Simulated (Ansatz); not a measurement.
Runs of Ansatz 0.2.0 on HPbNO4. The typed cell holds 7 atoms: a = 3.857 Å, b = 4.338 Å, c = 5.984 Å, α = 81.87°, β = 83.26°, γ = 87.68°. The cell was built by a generator and needn't be a form met in nature.

```tsv
task	level	potentials or basis	cell	k mesh	cutoff (eV)	basis error allowed	gap on the mesh (eV)	pressure (GPa)	relaxed volume (Å³/atom)	largest force (eV/Å)
electric field gradients	PBE	all-electron PAW datasets made for the crystal	as given	7 × 6 × 5	960	-	0.36	0.0	-	0.07
single point	PBE	all-electron LAPW, scalar-relativistic	atoms moved at random, drawn with an rms of 0.05 Å	7 × 6 × 5	738	0.002 eV/atom	0.45	-3.1	-	4.24
band structure	BLYP	all-electron LAPW, scalar-relativistic	as given	5 × 4 × 4	767	0.002 eV/atom	0.26	2.9	-	(a)
band structure	PBE	all-electron LAPW, scalar-relativistic	as given	5 × 4 × 4	764	0.002 eV/atom	0.26	0.0	-	(c)
projected density of states	PBE	all-electron LAPW, scalar-relativistic	as given	7 × 6 × 5	764	0.002 eV/atom	0.36	0.0	-	0.07
band structure	LDA	all-electron LAPW, scalar-relativistic	as given	5 × 4 × 4	768	0.002 eV/atom	0.27	-6.2	-	0.86
band structure	revPBE	all-electron LAPW, scalar-relativistic	as given	5 × 4 × 4	763	0.002 eV/atom	0.26	(d)	-	0.17
relaxation of cell and atoms	PBE+D4	all-electron PAW datasets made for the crystal	relaxed	4 × 4 × 3	-	-	0.70	0.0	(b)	0.01
electrostatic potential	PBE	all-electron PAW datasets made for the crystal	as given	7 × 6 × 5	960	-	0.36	0.0	-	0.07
relaxation of cell and atoms	PBE+D3(BJ)	all-electron PAW datasets made for the crystal	relaxed	4 × 4 × 3	-	-	0.68	0.0	12.97	0.01
electron localisation function	PBE	all-electron PAW datasets made for the crystal	as given	7 × 6 × 5	960	-	0.36	0.0	-	0.07
```

Alike in all rows: no spin polarisation; smearing fermi-dirac 0.05 eV.

Task: Estimate the missing entries.

Result: (a) 0.44; (b) 12.83; (c) 0.08; (d) 2.0.

Caveats: spin-orbit coupling is left out, which as a rule narrows the gap of such compounds by several tenths of an eV; an odd mesh through Γ misses points on the zone boundary, where band edges often lie (some runs).

A k mesh can miss the band edges, and the runs leave out spin-orbit coupling on Pb.

The runs don't all hold the same shells in valence.
